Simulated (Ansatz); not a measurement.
# GeH3OSb: an energy map over bond length Ge2–H4 and angle H4–Ge2–H5

A grid of calculations on GeH₃OSb, SMILES [O]1[GeH2][SbH]1, to see where the energy is lowest and how it rises around there.

Computed with Ansatz 0.2.0. Level: RKS PBE0-D4/def2-TZVP.

### 1 Starting geometry

SMILES `[O]1[GeH2][SbH]1`, 6 atoms, charge 0, spin multiplicity 1.

Atoms are counted from 1 here; the program's logs count them from 0.

Bond lengths: O1–Ge2 1.826 Å, O1–Sb3 2.126 Å, Ge2–Sb3 2.564 Å, Ge2–H4 1.552 Å, Ge2–H5 1.552 Å, Sb3–H6 1.752 Å. Angles: Ge2–O1–Sb3 80.5°, O1–Ge2–Sb3 54.9°, O1–Ge2–H4 113.2°, O1–Ge2–H5 113.4°, Sb3–Ge2–H4 121.8°, Sb3–Ge2–H5 122.6°, H4–Ge2–H5 114.1°, O1–Sb3–Ge2 44.6°, O1–Sb3–H6 95.3°, Ge2–Sb3–H6 91.6°.

As a file:

```xyz
6

O     0.9901   -0.9780   -0.0326
Ge   -0.4272   -0.0487   -0.7111
Sb    0.0366   -0.4163    1.7833
H    -1.4249   -0.9408   -1.4965
H    -0.0132    1.2475   -1.4576
H     0.8385    1.1363    1.9145
```

This geometry comes from a loose relaxation at PBE in a small basis, which is not shown.

### 3 The grid

- bond length Ge2–H4: 9 values from 1.289 to 1.995 Å
- angle H4–Ge2–H5: 9 values from 69.2 to 159.2 °

Nothing else is relaxed (all other coordinates rigid). Energies count from the relaxed molecule at the same level.

(The set-up runs are not shown.)

### 4 Point bond length Ge2–H4 = 1.465 Å, angle H4–Ge2–H5 = 125.5°

input.yaml

```yaml
crystal:
  periodic: [false, false, false]
  atoms:
    - { symbol: O, position_ang: [0.960505, -0.944066, -0.005092] }
    - { symbol: Ge, position_ang: [-0.437195, -0.038627, -0.695973] }
    - { symbol: Sb, position_ang: [0.041701, -0.413897, 1.744371] }
    - { symbol: H, position_ang: [-1.341095, -1.068106, -1.214974] }
    - { symbol: H, position_ang: [-0.011745, 1.232018, -1.442804] }
    - { symbol: H, position_ang: [0.842295, 1.105708, 1.884046] }
basis:
  gaussian: { orbitals: def2-TZVP }
hamiltonian:
  xc: pbe0
  dispersion: d4
output:
  forces: true
```

On the command line:

```console
$ ansatz run input.yaml --threads 1 --pin off --max-ram 2560MiB --backend cpu --events-out ev --progress --plain --runs-dir out
```

Further runs follow: the other points that were computed.

Before running it: what results should come out? Wanted: lowest point; highest computed point; largest force on an atom.

The runs gave:

| quantity | value |
| --- | --- |
| lowest point | bond length Ge2–H4 = 1.554 Å, angle H4–Ge2–H5 = 114.2°, 0.30 kJ/mol |
| highest computed point | bond length Ge2–H4 = 1.289 Å, angle H4–Ge2–H5 = 69.2°, 212 kJ/mol above the lowest |
| largest force on an atom (eV/Å) | 0.3 at bond length Ge2–H4 = 1.554 Å, angle H4–Ge2–H5 = 114.2° to 8.0 at bond length Ge2–H4 = 1.289 Å, angle H4–Ge2–H5 = 69.2°; 0.3 at the lowest point |
| time for the whole task | 8.8 min on 1 thread, shared host |

What this shows: The lowest computed point is at bond length Ge2–H4 = 1.554 Å, angle H4–Ge2–H5 = 114.2°, 0.30 kJ/mol from the relaxed molecule at the same level. The grid is coarse, so the lowest point of the scanned range may lie between grid points; coordinates that were held can hide deeper minima. No other kind of well shows on this grid. The highest computed point, bond length Ge2–H4 = 1.289 Å, angle H4–Ge2–H5 = 69.2°, lies 212 kJ/mol above the lowest. Round the minimum the two coordinates are nearly uncoupled.
